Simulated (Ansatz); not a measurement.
**UHF/def2-SVP run of SiClOF2 (SMILES [O][Si](F)(F)Cl)**

Aim: the electronic atomisation energy of SiClOF2 at UHF/def2-SVP, from 5 runs. 

The calculation is run with Ansatz 0.2.0.

70 further runs of the same task are left out: 2 that didn't finish, 68 set aside as unsound or not needed. Runs told in other sessions of the task aren't counted.

### 1 The system as given

The species is SiClOF2 (5 atoms), meant as a doublet with charge 0. As SMILES, `[O][Si](F)(F)Cl`. The shape is that of a PBE0-D4/def2-TZVP optimisation.

Bond lengths: O1–Si2 1.641 Å, Si2–F3 1.569 Å, Si2–F4 1.569 Å, Si2–Cl5 2.005 Å. Angles: O1–Si2–F3 112.3°, O1–Si2–F4 112.3°, O1–Si2–Cl5 102.8°, F3–Si2–F4 106.3°, F3–Si2–Cl5 111.7°, F4–Si2–Cl5 111.7°.

### 2 A single-point energy at UHF/def2-SVP

Contents of molecule.yaml:

```yaml
crystal:
  periodic: [false, false, false]
  atoms:
    - {symbol: O, position_ang: [-0.173100, 0.048700, 1.622400]}
    - {symbol: Si, position_ang: [0.071000, -0.092200, 0.005600]}
    - {symbol: F, position_ang: [-0.374600, -1.493300, -0.542700]}
    - {symbol: F, position_ang: [1.581700, 0.074400, -0.383900]}
    - {symbol: Cl, position_ang: [-1.055100, 1.388700, -0.742800]}
basis:
  gaussian:
    orbitals: def2-SVP
magnetization:
  spin_polarized: true
  initial_magnetization: 1
hamiltonian:
  xc: hf
accuracy: high
output: {orbitals: {seedname: orbitals}}
```

Launch:

```sh
ansatz run molecule.yaml --threads 1 --pin off --max-ram 2610MiB --events-out events.jsonl --progress --plain --runs-dir runs
```

The log of the run:

```text
Warning: RAYON_NUM_THREADS=1 ignored (pool sized by the plan → 1); use --threads N
Functional definition: HF
  name "HF"
  exchange = exact_x
  correlation = 0
1499 factors; integrals over basis functions are off by at most 3.7e-9 eV
mean field evaluation 1: about -27798.4447 eV, gradient 3.5e1 eV
mean field evaluation 2: about -27798.5157 eV, gradient 3.5e1 eV
mean field evaluation 4: about -27805.7270 eV, gradient 6.6e0 eV
mean field evaluation 8: about -27806.6802 eV, gradient 9.1e-1 eV
mean field evaluation 16: about -27806.7276 eV, gradient 4.4e-4 eV
mean field evaluation 32: about -27806.6578 eV, gradient 1.6e-1 eV
mean field evaluation 64: about -27806.5720 eV, gradient 4.1e-1 eV
mean field evaluation 96: about -27806.7166 eV, gradient 1.3e-1 eV
mean field evaluation 128: about -27806.7276 eV, gradient 3.0e-4 eV
mean field -27806.72755382 eV, -1021.8783895261 hartree, gradient 7.5e-8 eV, S^2 0.755029; 3 other end points of the search recorded, 0 dependent functions left out
reference -27806.72755382 eV, -1021.8783895261 hartree; 29, 28 occupied and 49, 50 virtual orbitals, 1499 factors
Total energy: -27806.72755382 eV, -1021.8783895261 hartree
```

It took 9.3 s on 1 thread of Intel Xeon Platinum 8259CL at 2.50GHz (Skylake/Cascade Lake), shared host; peak memory 0.32 GiB.

### 3 The Cl atom

Contents of job.yaml:

```yaml
crystal:
  periodic: [false, false, false]
  atoms:
    - {symbol: Cl, position_ang: [0.000000, 0.000000, 0.000000]}
basis:
  gaussian:
    orbitals: def2-SVP
hamiltonian:
  xc: hf
accuracy: high
magnetization:
  spin_polarized: true
  initial_magnetization: 1
```

Launch:

```sh
ansatz run job.yaml --threads 1 --pin off --max-ram 2610MiB --events-out events.jsonl --progress --plain --runs-dir runs
```

The log of the run:

```text
Warning: RAYON_NUM_THREADS=1 ignored (pool sized by the plan → 1); use --threads N
[... 4 set-up lines as earlier in the session ...]
134 factors; integrals over basis functions are off by at most 2.6e-9 eV
mean field evaluation 1: about -12498.5814 eV, gradient 4.6e0 eV
mean field evaluation 2: about -12498.5838 eV, gradient 4.6e0 eV
mean field evaluation 4: about -12498.7139 eV, gradient 2.7e-1 eV
mean field evaluation 8: about -12498.7150 eV, gradient 3.1e-7 eV
mean field evaluation 16: about -12498.6548 eV, gradient 2.8e0 eV
mean field evaluation 32: about -12498.7143 eV, gradient 3.0e-1 eV
mean field -12498.71497284 eV, -459.3193033187 hartree, gradient 2.3e-8 eV, S^2 0.755409; 0 other end points of the search recorded, 0 dependent functions left out
reference -12498.71497284 eV, -459.3193033187 hartree; 9, 8 occupied and 9, 10 virtual orbitals, 134 factors
Total energy: -12498.71497284 eV, -459.3193033187 hartree
```

Run time: 0.1 s. Hardware: 1 thread of Intel Xeon Platinum 8259CL at 2.50GHz (Skylake/Cascade Lake), shared host.

### 4 The F atom at the same level

Contents of run.yaml:

```yaml
crystal:
  periodic: [false, false, false]
  atoms:
    - {symbol: F, position_ang: [0.000000, 0.000000, 0.000000]}
basis:
  gaussian:
    orbitals: def2-SVP
hamiltonian:
  xc: hf
magnetization:
  spin_polarized: true
  initial_magnetization: 1
total_charge: 0
accuracy: high
```

Launch:

```sh
ansatz run run.yaml --threads 1 --pin off --max-ram 2610MiB --events-out events.jsonl --progress --plain --runs-dir runs
```

The log of the run:

```text
Warning: RAYON_NUM_THREADS=1 ignored (pool sized by the plan → 1); use --threads N
[... 4 set-up lines as earlier in the session ...]
95 factors; integrals over basis functions are off by at most 1.3e-9 eV
mean field evaluation 1: about -2701.5085 eV, gradient 7.1e0 eV
mean field evaluation 2: about -2701.5087 eV, gradient 7.1e0 eV
mean field evaluation 4: about -2701.6550 eV, gradient 6.3e-1 eV
mean field evaluation 8: about -2701.6567 eV, gradient 3.4e-4 eV
mean field evaluation 16: about -2701.6567 eV, gradient 7.7e-2 eV
mean field -2701.65666529 eV, -99.2840512006 hartree, gradient 3.3e-9 eV, S^2 0.752413; 0 other end points of the search recorded, 0 dependent functions left out
reference -2701.65666529 eV, -99.2840512006 hartree; 5, 4 occupied and 9, 10 virtual orbitals, 95 factors
Total energy: -2701.65666529 eV, -99.2840512006 hartree
```

It took 0.08 s on 1 thread of Intel Xeon Platinum 8259CL at 2.50GHz (Skylake/Cascade Lake), shared host.

### 5 The O atom at the same level

Contents of job.yaml:

```yaml
basis:
  gaussian: {orbitals: def2-SVP}
crystal:
  periodic: [false, false, false]
  atoms:
    - {symbol: O, position_ang: [0.000000, 0.000000, 0.000000]}
accuracy: high
hamiltonian: {xc: hf}
magnetization: {spin_polarized: true, initial_magnetization: 2}
```

Launch:

```sh
ansatz run job.yaml --threads 1 --pin off --max-ram 2610MiB --events-out events.jsonl --progress --plain --runs-dir runs
```

The log of the run:

```text
Warning: RAYON_NUM_THREADS=1 ignored (pool sized by the plan → 1); use --threads N
[... 4 set-up lines as earlier in the session ...]
95 factors; integrals over basis functions are off by at most 1.2e-9 eV
mean field evaluation 1: about -2033.0241 eV, gradient 7.2e0 eV
mean field evaluation 2: about -2033.0246 eV, gradient 7.2e0 eV
mean field evaluation 4: about -2033.2348 eV, gradient 6.0e-1 eV
mean field evaluation 8: about -2033.2375 eV, gradient 4.9e-4 eV
mean field evaluation 16: about -2033.2375 eV, gradient 5.1e-2 eV
mean field evaluation 32: about -2033.2375 eV, gradient 5.5e-3 eV
mean field -2033.23752658 eV, -74.7201009238 hartree, gradient 6.1e-9 eV, S^2 2.005296; 0 other end points of the search recorded, 0 dependent functions left out
reference -2033.23752658 eV, -74.7201009238 hartree; 5, 3 occupied and 9, 11 virtual orbitals, 95 factors
Total energy: -2033.23752658 eV, -74.7201009238 hartree
```

Wall time 0.08 s (1 thread of Intel Xeon Platinum 8259CL at 2.50GHz (Skylake/Cascade Lake), shared host).

### 6 The Si atom at the same level

Contents of job.yaml:

```yaml
crystal:
  periodic: [false, false, false]
  atoms:
    - {symbol: Si, position_ang: [0.000000, 0.000000, 0.000000]}
basis:
  gaussian:
    orbitals: def2-SVP
magnetization:
  spin_polarized: true
  initial_magnetization: 2
hamiltonian:
  xc: hf
accuracy: high
```

Launch:

```sh
ansatz run job.yaml --threads 1 --pin off --max-ram 2610MiB --events-out events.jsonl --progress --plain --runs-dir runs
```

The log of the run:

```text
Warning: RAYON_NUM_THREADS=1 ignored (pool sized by the plan → 1); use --threads N
[... 4 set-up lines as earlier in the session ...]
134 factors; integrals over basis functions are off by at most 2.5e-9 eV
mean field evaluation 1: about -7857.1876 eV, gradient 3.6e0 eV
mean field evaluation 2: about -7857.1927 eV, gradient 3.7e0 eV
mean field evaluation 4: about -7857.3733 eV, gradient 1.4e-1 eV
mean field evaluation 8: about -7857.3729 eV, gradient 3.3e-8 eV
mean field evaluation 16: about -7857.3712 eV, gradient 3.5e-1 eV
mean field evaluation 32: about -7857.3729 eV, gradient 8.1e-3 eV
mean field -7857.37290870 eV, -288.7531284761 hartree, gradient 4.4e-8 eV, S^2 2.008908; 2 other end points of the search recorded, 0 dependent functions left out
reference -7857.37290870 eV, -288.7531284761 hartree; 8, 6 occupied and 10, 12 virtual orbitals, 134 factors
Total energy: -7857.37290870 eV, -288.7531284761 hartree
```

Run time: 0.1 s. Hardware: 1 thread of Intel Xeon Platinum 8259CL at 2.50GHz (Skylake/Cascade Lake), shared host.

### 7 Outcome

At UHF/def2-SVP:

| quantity | value |
| --- | --- |
| molecule: total energy | -1021.87839 Eh |
| molecule: HOMO energy (highest over α and β) | -13.87 eV |
| molecule: LUMO energy (lowest over α and β) | 0.61 eV |
| molecule: ⟨S²⟩ | 0.755 |
| Cl atom: total energy | -459.31930 Eh |
| Cl atom: ⟨S²⟩ | 0.755 |
| F atom: total energy | -99.28405 Eh |
| F atom: ⟨S²⟩ | 0.752 |
| O atom: total energy | -74.72010 Eh |
| O atom: ⟨S²⟩ | 2.005 |
| Si atom: total energy | -288.75313 Eh |
| Si atom: ⟨S²⟩ | 2.009 |
| electronic atomisation energy | 14.089 eV |

**Reading.** Taking the molecule apart into free atoms costs 14.09 eV (325 kcal/mol), before zero-point energy and without spin-orbit coupling. Hartree–Fock lacks the correlation of the bonding pairs, which as a rule makes this value much too low; in minimal bases other errors can mask that.
